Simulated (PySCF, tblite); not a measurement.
# C₄H₅BF₂O₃: geometry, infrared bands and NMR shifts

Aim: predict the infrared bands and NMR shifts of C₄H₅BF₂O₃ (`FCOC1=C(F)C=[O+][BH2-]O1`).

Computed with tblite 0.8.0 and PySCF 2.14.0, with density-fitted response routines of our own, on a single molecule in the gas phase. Atoms are numbered from 0 throughout.

## Step 1: The molecule as given

15 atoms, charge 0, multiplicity 1; geometry from: force field or distance geometry start.

Bonds of the start (Å): F0–C1 1.42, C1–O2 1.42, O2–C3 1.42, C3–C4 1.33, C4–F5 1.33, C4–C6 1.45, C6–O7 1.25, O7–B8 1.47, B8–O9 1.48, O9–C3 1.38, C1–H10 1.12, C1–H11 1.10, C6–H12 1.11, B8–H13 1.21, B8–H14 1.22.

## Step 2: Geometry optimisation with GFN2-xTB

What the job is given:

```
{"job": {"kind": "relax", "xc": "GFN2-xTB", "basis": "xTB"}, "charge": 0, "multiplicity": 1}
F      3.840800    -0.226900     0.165900
C      2.531800     0.162600    -0.204700
O      1.614400    -0.569100     0.599400
C      0.254400    -0.267700     0.324000
C     -0.573300    -1.303700     0.404200
F     -0.090700    -2.503400     0.694600
C     -1.972400    -1.050700     0.129500
O     -2.397100     0.095600    -0.143700
B     -1.591600     1.320900    -0.253000
O     -0.176100     1.005100     0.030600
H      2.504500     1.242800     0.084000
H      2.341900     0.006300    -1.275800
H     -2.687900    -1.892800     0.190900
H     -1.693500     1.834300    -1.340500
H     -1.909800     2.154600     0.572700
```

Run with:

```sh
> OMP_NUM_THREADS=1 python probes_run.py task.json out
```

The driver reads the jobs from task.json and runs them one after another.

**Question.** This job is followed by: GFN2-xTB harmonic vibrations, gas phase; GIAO PBE0/pcSseg-1 NMR shielding, non-relativistic, gas phase. Predict these results of the whole session: strongest single infrared mode (GFN2-xTB); zero-point energy (GFN2-xTB); 13C shifts against TMS (PBE0/pcSseg-1); 1H shifts against TMS (PBE0/pcSseg-1, means over atoms taken as alike); 19F shifts against CFCl3 (PBE0/pcSseg-1); 17O shifts against H2O (PBE0/pcSseg-1); 11B shifts against BF3·OEt2 (PBE0/pcSseg-1); surface potential, 1st and 99th percentile.

The runs gave:

```
                                                              quantity                           value
                             strongest single infrared mode (GFN2-xTB)           1408 cm⁻¹, 573 km/mol
                                          zero-point energy (GFN2-xTB)                   58.5 kcal/mol
                                13C shifts against TMS (PBE0/pcSseg-1)  174.6, 171.1, 139.0, 103.5 ppm
1H shifts against TMS (PBE0/pcSseg-1, means over atoms taken as alike)            8.05, 6.29, 4.06 ppm
                              19F shifts against CFCl3 (PBE0/pcSseg-1)              -195.5, -220.0 ppm
                                17O shifts against H2O (PBE0/pcSseg-1)         225.5, 213.6, 203.9 ppm
                           11B shifts against BF3·OEt2 (PBE0/pcSseg-1)                         5.3 ppm
                                 surface potential, 1st and 99th percentile              -0.86 V and 1.59 V
```

Relaxing lowered the energy by 1.104 eV in 76 steps; the close pair that moved most is C3–O9, from 1.375 to 1.260 Å. The lowest mode is imaginary (38i cm⁻¹), so the xTB geometry is not a minimum. The strongest single mode, at 1408 cm⁻¹, moves mainly C4 and C3. Unscaled tight-binding wavenumbers are off by several per cent, some by more. Its intensities can rank the bands wrongly. At PBE0/pcSseg-1: The widest tensor belongs to O7: span 401 ppm, with a paramagnetic part of -285 ppm. At PBE0/pcSseg-1, counted by nearest atom on the grid, the HOMO lies on C4 27 %; O7 18 %, the LUMO on C3, C6 about 28 % each; O7, O9 about 12 % each.
